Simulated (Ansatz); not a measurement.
What does this script print? It uses Ansatz's Python interface.

Contents of `c3h9nsi.xyz`:
```text
14

C    -1.49450    0.07580    1.34040
N    -0.27090    0.28770    0.64820
C    -0.31540    1.32730   -0.37190
Si    0.27130   -0.40440   -0.81340
C     1.95330   -0.90580   -0.81120
H    -1.69330    0.94780    2.04830
H    -1.51980   -0.81710    1.89560
H    -2.36780    0.12520    0.64470
H     0.52950    2.05920   -0.29470
H    -1.21960    1.65810   -0.75390
H    -0.85600   -1.40500   -1.14580
H     2.18140   -1.62730    0.00540
H     2.56230   -0.01620   -0.63390
H     2.22650   -1.33450   -1.72880
```

Script `run_energy.py`:
```python
"""Single point of C3H9NSi in a Gaussian basis."""

from pathlib import Path

import ansatz as az
import numpy as np

config = {
    "basis": "def2-TZVP",
}

system = az.Crystal.molecule_from_extxyz("c3h9nsi.xyz")

setup = system.calculation()
setup = setup.basis(gaussian=config["basis"])
setup = setup.functional(az.LibraryFunctional("wB97X-V"))
setup = setup.forces().orbitals()
outcome = setup.run(threads=1, runs_dir="c3h9nsi_runs")
report = outcome.report

print(f"E = {report['free_energy_ev']:.6f} eV = {report['free_energy_ev'] / 27.211386246:.7f} Ha")
print("converged:", report["converged"], " doubts:", report["published_state_doubts"] or "none")

symbols = [site.symbol for site in system.cartesian_sites]
print("forces (eV/A)")
for symbol, f in zip(symbols, report["forces_ev_ang"]):
    print(f"  {symbol:2s} {f[0]:9.4f} {f[1]:9.4f} {f[2]:9.4f}")

charges = report["charge_distribution"]
print("dipole moment", round(4.803205 * float(np.linalg.norm(charges["dipole_moment_e_ang"])), 3), "D")
print("Mulliken:", [(s, round(q, 3)) for s, q in zip(symbols, charges["mulliken_charges_e"])])

lines = Path(report["orbitals_path"]).read_text().splitlines()
field_of = lambda key: [line.split("=")[1].strip() for line in lines if line.startswith(key)]
orbitals = [(27.211386 * float(e), s, float(n)) for e, s, n in zip(field_of("Ene="), field_of("Spin="), field_of("Occup="))]
homo = max(e for e, _, n in orbitals if n > 0.5)
lumo = min(e for e, _, n in orbitals if n < 0.5)
print(f"HOMO {homo:.3f} eV, LUMO {lumo:.3f} eV, gap {lumo - homo:.3f} eV")
```

```console
$ python run_energy.py
E = -12623.452521 eV = -463.9033237 Ha
converged: True  doubts: none
forces (eV/A)
  C    -1.3649    2.6664   -0.0014
  N     0.2599    0.4544    1.0213
  C     3.6932   -0.8453   -0.3707
  Si   -3.5487    0.1035    0.4051
  C     1.9045   -0.4354    1.4703
  H     0.3062   -0.9807   -0.5032
  H     0.0795   -1.3430    0.6930
  H     0.2004   -0.3975    0.2425
  H    -1.0705   -0.2080   -0.0521
  H    -1.9433    0.8088   -0.4941
  H     0.9142    0.5351   -0.4555
  H    -0.2504    0.3569   -0.4752
  H     0.1284   -0.0146   -0.0399
  H     0.6915   -0.7007   -1.4401
dipole moment 1.474 D
Mulliken: [('C', -0.275), ('N', -0.242), ('C', -0.293), ('Si', 0.311), ('C', -0.438), ('H', 0.108), ('H', 0.118), ('H', 0.087), ('H', 0.111), ('H', 0.121), ('H', -0.032), ('H', 0.145), ('H', 0.147), ('H', 0.131)]
HOMO -8.007 eV, LUMO 1.870 eV, gap 9.877 eV
```

Total energies depend on the basis set; only differences at equal settings carry meaning. The geometry is a force-field or estimated start, not a minimum of this method, and the basis set is short of its limit. Levels such as HOMO and LUMO are orbital energies: with these approximate functionals they aren't the ionisation energy and electron affinity, and their gap isn't the fundamental gap. Hardware and time: 38 s on 1 thread of Arm Neoverse V2, with other jobs on the host, peak memory 0.76 GiB.

(Lines on the test bed's own set-up are left out of the output.)
